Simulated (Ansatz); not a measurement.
Consider an atomisation energy of AlBrH4OSi, SMILES [SiH3][O][AlH][Br] (the Python package of Ansatz (0.2.0)).

Script `run_tae.py`:
```python
"""Energy to split AlBrH4OSi into its atoms."""

from collections import Counter

import ansatz as az
from ase import Atoms

BASIS_SET = "cc-pVDZ"
FUNCTIONAL = "cam_b3lyp"


def total_energy(molecule, charge=0, unpaired=0):
    calc = molecule.calculation().basis(gaussian=BASIS_SET).functional(FUNCTIONAL)
    if charge:
        calc = calc.charge(charge)
    if unpaired:
        calc = calc.spin("collinear", total=unpaired)
    report = calc.run().report
    if report["published_state_doubts"]:
        print("  doubts:", report["published_state_doubts"])
    return report["free_energy_ev"]

atoms = Atoms(["Si", "O", "Al", "Br", "H", "H", "H", "H"], positions=[
    (0.1741, 1.2207, 0.1184),
    (-0.6635, 0.0324, 1.0131),
    (-0.2249, -1.5455, 0.1917),
    (-1.4284, -2.3847, -1.5853),
    (-0.3402, 1.2443, -1.307),
    (-0.2018, 2.5899, 0.6903),
    (1.613, 1.0894, 0.1599),
    (1.1639, -2.3036, 0.6631),
])
molecule = az.Crystal.molecule_from_ase(atoms)

# unpaired electrons of the ground-state atoms
unpaired = {"Si": 2, "O": 2, "Al": 1, "Br": 1, "H": 1}
counts = Counter(site.symbol for site in molecule.cartesian_sites)
atom_energy = {s: total_energy(az.Crystal.molecule().atom(s, (0, 0, 0)), 0, unpaired[s]) for s in counts}
whole = total_energy(molecule, 0, 0)
for s, e in atom_energy.items():
    print(f"{s:2s} x{counts[s]}  {e:14.5f} eV")
print(f"AlBrH4OSi: {whole:.5f} eV")
split = sum(counts[s] * e for s, e in atom_energy.items()) - whole
print(f"atomisation energy (no zero-point term): {split:.3f} eV, {split / sum(counts.values()):.3f} eV an atom")
```

What does it cost to take this molecule apart into atoms?

24.893 eV from the electronic energies, without the zero-point term.

What the script printed:

```console
$ python run_tae.py
Si x1     -7874.24907 eV
O  x1     -2042.07574 eV
Al x1     -6595.03302 eV
Br x1    -70047.83790 eV
H  x4       -13.54839 eV
AlBrH4OSi: -86638.28205 eV
atomisation energy (no zero-point term): 24.893 eV, 3.112 eV an atom
```

Reading the output:
- Total energies depend on the basis set; only differences at equal settings carry meaning.
- The geometry is a force-field or estimated start, not a minimum of this method, and the basis set is short of its limit. All parts are taken at fixed geometry, without zero-point energy.
- For Al to Cl the sets with a tight d function, cc-pV(X+d)Z, are usual.
- The spin-orbit lowering of heavy atoms is left out.
- Wall time of the script: 7.4 s on 1 thread of Arm Neoverse V1 (shared host), peak memory 0.33 GiB.
